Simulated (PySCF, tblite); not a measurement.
# C8H11Al: geometry, infrared bands and NMR shifts

Aim: predict the infrared bands and NMR shifts of C8H11Al (`C=[C]1[AlH][CH2]C[C@@H]1C#CC`).

Programs: tblite 0.8.0 and PySCF 2.14.0, with density-fitted response routines of our own. Each step states its level of theory. These are calculated values for one molecule in the gas phase, unless marked as measured. Atoms count from 0, in the outputs and in this text.

### 1 The starting structure

20 atoms, charge 0, multiplicity 1; geometry from: force field or distance geometry start.

Bonds of the start (Å): C0–C1 1.33, C1–Al2 1.94, Al2–C3 1.97, C3–C4 1.52, C4–C5 1.54, C5–C6 1.48, C6–C7 1.21, C7–C8 1.46, C5–C1 1.50, C0–H9 1.08, C0–H10 1.09, Al2–H11 1.61, C3–H12 1.11, C3–H13 1.12, C4–H14 1.12, C4–H15 1.11, C5–H16 1.11, C8–H17 1.11, C8–H18 1.11, C8–H19 1.11.

### 2 Relaxing the molecule with GFN2-xTB

The job: settings as JSON, then the geometry in Å.

```
{"job": {"kind": "relax", "xc": "GFN2-xTB", "basis": "xTB"}, "charge": 0, "multiplicity": 1}
C     -1.429400     2.236200     0.198200
C     -1.250300     0.938400    -0.022500
Al    -2.227400    -0.490300     0.854400
C     -1.323300    -1.804200    -0.298000
C     -0.706800    -1.010300    -1.436500
C     -0.234300     0.382700    -0.974600
C      1.082100     0.292000    -0.312800
C      2.160100     0.214600     0.240100
C      3.459200     0.109800     0.899400
H     -0.845700     2.976500    -0.322700
H     -2.194800     2.577000     0.900400
H     -3.801500    -0.415100     1.177000
H     -2.034900    -2.576400    -0.661300
H     -0.518300    -2.301800     0.302800
H     -1.486500    -0.857300    -2.225200
H      0.123800    -1.580800    -1.896600
H     -0.129200     1.055000    -1.851800
H      3.413900     0.642600     1.869300
H      4.232100     0.574600     0.260200
H      3.706100    -0.952600     1.080100
```

Started as:

```bash
$ OMP_NUM_THREADS=1 python probes_run.py task.json out
```

The driver reads the jobs from task.json and runs them one after another.

**Question.** This job is followed by: GFN2-xTB harmonic vibrations, gas phase; GIAO PBE0/pcSseg-1 NMR shielding, non-relativistic, gas phase. Predict these results of the whole session: strongest single infrared mode (GFN2-xTB); zero-point energy (GFN2-xTB); 13C shifts against TMS (PBE0/pcSseg-1); 1H shifts against TMS (PBE0/pcSseg-1, means over atoms taken as alike); 27Al shifts against AlH4- (PBE0/pcSseg-1).

**Answer**, as computed:

| quantity | value |
| --- | --- |
| strongest single infrared mode (GFN2-xTB) | 1821 cm⁻¹, 553 km/mol |
| zero-point energy (GFN2-xTB) | 96.7 kcal/mol |
| 13C shifts against TMS (PBE0/pcSseg-1) | 169.9, 126.1, 101.8, 90.9, 49.4, 33.9, 7.8, 5.1 ppm |
| 1H shifts against TMS (PBE0/pcSseg-1, means over atoms taken as alike) | 6.01, 5.52, 5.32, 3.10, 2.41, 2.11, 1.57, 0.93, 0.75 ppm |
| 27Al shifts against AlH4- (PBE0/pcSseg-1) | 155.9 ppm |

**Reading.** The optimisation took 138 steps and gained 0.648 eV; among the close pairs (by a distance rule), Al2–H11 changed most, from 1.609 to 1.539 Å. The lowest mode is imaginary (26i cm⁻¹), so the xTB geometry is not a minimum. The strongest single mode, at 1821 cm⁻¹, moves mainly H11. Unscaled tight-binding wavenumbers are off by several per cent, some by more. Its intensities can rank the bands wrongly. At PBE0/pcSseg-1: The widest tensor belongs to C6: span 274 ppm, with a paramagnetic part of -170 ppm.
